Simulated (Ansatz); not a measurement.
# C2H7In: small, medium and large basis sets

The task here is to estimate one member of a computed series from the others.

The runs use Ansatz 0.2.0, Gaussian basis; one geometry, several basis sets.

The runs, in order: PBE0-D4/def2-SVP; ωB97M-V/def2-SVP; PBE0-D4/def2-QZVPP; ωB97M-V/def2-QZVPP; the functionals' def2-TZVPP values are taken from earlier runs.

### Structure used throughout

All runs share one geometry, relaxed beforehand with PBE0-D4 in a triple-zeta def2 set. In takes the def2 core potential; no spin-orbit term is included.

SMILES `C[CH2][InH2]`, 10 atoms, charge 0, spin multiplicity 1.

Atoms are counted from 1 here; the program's logs count them from 0.

Bond lengths: C1–C2 1.522 Å, C1–H4 1.096 Å, C1–H5 1.093 Å, C1–H6 1.093 Å, C2–In3 2.165 Å, C2–H7 1.095 Å, C2–H8 1.095 Å, In3–H9 1.732 Å, In3–H10 1.734 Å. Angles: C2–C1–H4 111.8°, C2–C1–H5 111.9°, C2–C1–H6 111.9°, H4–C1–H5 107.1°, H4–C1–H6 107.1°, H5–C1–H6 106.7°, C1–C2–In3 115.5°, C1–C2–H7 111.0°, C1–C2–H8 111.0°, In3–C2–H7 106.7°, In3–C2–H8 106.7°, H7–C2–H8 105.3°, C2–In3–H9 120.8°, C2–In3–H10 119.9°, H9–In3–H10 119.3°.

Set-up of the first run:

The input, in.yaml:

```yaml
crystal:
  periodic: [false, false, false]
  atoms:
    - {symbol: C, position_ang: [-0.977700, 0.382720, -0.894677]}
    - {symbol: C, position_ang: [-0.314719, -0.630334, 0.028307]}
    - {symbol: In, position_ang: [1.454398, 0.070182, 1.061707]}
    - {symbol: H, position_ang: [-1.865252, -0.032530, -1.384576]}
    - {symbol: H, position_ang: [-0.300656, 0.717228, -1.685219]}
    - {symbol: H, position_ang: [-1.297073, 1.277763, -0.354204]}
    - {symbol: H, position_ang: [-0.022642, -1.530875, -0.522314]}
    - {symbol: H, position_ang: [-1.013044, -0.976048, 0.797905]}
    - {symbol: H, position_ang: [2.318515, -0.968067, 2.146063]}
    - {symbol: H, position_ang: [2.018173, 1.689971, 0.806999]}
basis:
  gaussian: {orbitals: def2-SVP}
hamiltonian: {xc: pbe0, dispersion: d4}
output: {orbitals: {seedname: orbitals}}
```

Steps of the session up to this table: PBE0-D4 in def2-SVP; ωB97M-V in def2-SVP; PBE0-D4 in def2-QZVPP; ωB97M-V in def2-QZVPP.

One table of the session follows, with a row left open; its other results are not shown here.

It belongs to the step «Density functionals: the series». 

| functional | basis | HOMO (eV) | LUMO (eV) |
| --- | --- | --- | --- |
| PBE0-D4 | def2-SVP | -7.07 | -1.50 |
| PBE0-D4 | def2-TZVPP | -7.08 | -1.55 |
| PBE0-D4 | def2-QZVPP | -7.09 | -1.56 |
| ωB97M-V | def2-SVP | ? | ? |
| ωB97M-V | def2-TZVPP | -9.24 | -0.14 |
| ωB97M-V | def2-QZVPP | -9.24 | -0.18 |

Estimate the missing values for ωB97M-V, def2-SVP.

As computed: HOMO (eV): -9.20; LUMO (eV): 0.03. In the column «HOMO (eV)» it lies between ωB97M-V, def2-QZVPP (-9.24) and PBE0-D4, def2-QZVPP (-7.09).
